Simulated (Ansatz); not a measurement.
**CHBFLi (SMILES [Li][CH]=BF): functionals against CCSD(T) at one geometry**

The task here is to estimate one member of a computed series from the others.

Computed with Ansatz 0.2.0, Gaussian basis. Level: single points in def2-TZVPP.

Correlated methods freeze the cores. The outer core shell of Li, Na, Mg and K is correlated.

## Starting geometry

SMILES `[Li][CH]=BF`, 5 atoms, charge 0, spin multiplicity 1.

Atoms are counted from 1 here; the program's logs count them from 0.

Bond lengths: Li1–C2 1.887 Å, Li1–B3 2.440 Å, C2–B3 1.427 Å, C2–H5 0.989 Å, B3–F4 1.488 Å. Angles: C2–Li1–B3 35.7°, Li1–C2–B3 93.8°, Li1–C2–H5 147.1°, B3–C2–H5 119.0°, Li1–B3–C2 50.5°, Li1–B3–F4 107.5°, C2–B3–F4 157.8°.

Coordinates:

```mol
CHBFLi
  3D, bonds by distance, orders not assigned

  5  5  0  0  0  0  0  0  0  0999 V2000
   -1.0097    0.9867    1.1575 Li  0  0
    0.5437    0.5190    0.1929 C   0  0
   -0.0945   -0.5545   -0.4983 B   0  0
   -1.1657   -1.5284   -0.8417 F   0  0
    1.5081    0.6777    0.0446 H   0  0
  1  2  8  0
  1  3  8  0
  2  3  8  0
  2  5  8  0
  3  4  8  0
M  END
```

Set-up of the first run:

Contents of run/in.yaml:

```yaml
crystal:
  periodic: [false, false, false]
  atoms:
    - {symbol: Li, position_ang: [-1.009700, 0.986700, 1.157500]}
    - {symbol: C, position_ang: [0.543700, 0.519000, 0.192900]}
    - {symbol: B, position_ang: [-0.094500, -0.554500, -0.498300]}
    - {symbol: F, position_ang: [-1.165700, -1.528400, -0.841700]}
    - {symbol: H, position_ang: [1.508100, 0.677700, 0.044600]}
basis:
  gaussian: {orbitals: def2-TZVPP}
correlation: {method: ccsd_t}
output: {forces: true}
```

No record of the launch command was kept for these runs.

Steps of the session up to this table: CCSD(T)/def2-TZVPP; PBE0-D4/def2-TZVPP; wB97M-V/def2-TZVPP; r2SCAN-D4/def2-TZVPP; PBE-D4/def2-TZVPP; r2SCAN0-D4/def2-TZVPP; CAM-B3LYP-D4/def2-TZVPP.

One of the session's tables, all rows but one given; the rest of the session is left out.

| method | RMS force component (eV/Å) | angle to CCSD(T) forces (°) | dipole (D) |
| --- | --- | --- | --- |
| CCSD(T) | 2.320 | reference | 5.63 |
| PBE0-D4 | 2.465 | 4.0 | 5.31 |
| wB97M-V | 2.428 | 6.4 | 5.23 |
| r2SCAN-D4 | 2.388 | 3.0 | 5.42 |
| PBE-D4 | 2.338 | 3.8 | 5.31 |
| r2SCAN0-D4 | 2.491 | 5.3 | 5.37 |
| CAM-B3LYP-D4 | ? | ? | ? |

**Question.** Estimate the row for CAM-B3LYP-D4.

**Answer.** RMS force component (eV/Å): 2.490; angle to CCSD(T) forces (°): 7.3; dipole (D): 5.24. In the column «RMS force component (eV/Å)» it lies between PBE0-D4 (2.465) and r2SCAN0-D4 (2.491).
